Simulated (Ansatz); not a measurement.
# NiS: the cost of one run

Computed with Ansatz 0.2.0 (DFT r²SCAN+U (U = 2 eV, J = 0.5 eV on Ni d), plane waves, PAW, unless a step's input says otherwise).

2 further runs of the same task are left out: 2 that didn't finish. Runs told in other sessions of the task aren't counted.

**1. Starting point**

It takes space group P6_3/mmc (No. 194, hexagonal). Conventional cell: a = 3.425 Å, b = 3.425 Å, c = 5.340 Å, α = 90.00°, β = 90.00°, γ = 120.00°. Ni (site symmetry -3m) has 6 S at 2.39 Å and 2 Ni at 2.67 Å in its first shell of neighbours. Around S (site symmetry -6m2) lie 6 Ni at 2.39 Å.

Coordinates:

```xyz
4
Lattice="3.4250 0.0000 0.0000 -1.7125 2.9661 0.0000 0.0000 0.0000 5.3400" Properties=species:S:1:pos:R:3 pbc="T T T"
Ni    0.0000    0.0000    0.0000
Ni    0.0000    0.0000    2.6700
S     0.0000    1.9774    1.3350
S     1.7125    0.9887    4.0050
```

**2. Ferromagnetic start, free, symmetry kept, no search**

input.yaml

```yaml
crystal:
  lattice:
    - [3.42500121, 0.0, 0.0]
    - [-1.71250061, 2.96613806, 0.0]
    - [0.0, 0.0, 5.33999987]
  atoms:
    - { symbol: Ni, position: [0.0, 0.0, 0.0], spin: 2.0 }
    - { symbol: Ni, position: [0.0, 0.0, 0.5], spin: 2.0 }
    - { symbol: S, position: [0.3333333333, 0.6666666667, 0.25] }
    - { symbol: S, position: [0.6666666667, 0.3333333333, 0.75] }
basis:
  ecutwfc: 500
  ecutrho_ratio: 4
kpoints:
  mp_grid: { grid: [6, 6, 4] }
hamiltonian:
  xc: r2scan
  hubbard:
    sites:
      - { site: 0, l: d, u: 2.0, j: 0.5 }
      - { site: 1, l: d, u: 2.0, j: 0.5 }
scf:
  occupations: { method: gaussian, width: 0.05 }
  lower_state_search: "off"
  max_iter: 150
output:
  forces: true
  stress: true
  eigenvalues: true
  populations: true
  hubbard: { sites: [{ site: 0, l: d }, { site: 1, l: d }] }
magnetization:
  spin_polarized: true
```

The run is started by

```console
> ansatz run input.yaml --threads 4 --pin off --max-ram 6144MiB --backend cpu --events-out ev --progress --plain --runs-dir out
```

Q: Estimate wall time and peak memory on 4 threads of Arm Neoverse V1, shared host.

About 7.5 s, with a peak of 0.54 GiB.
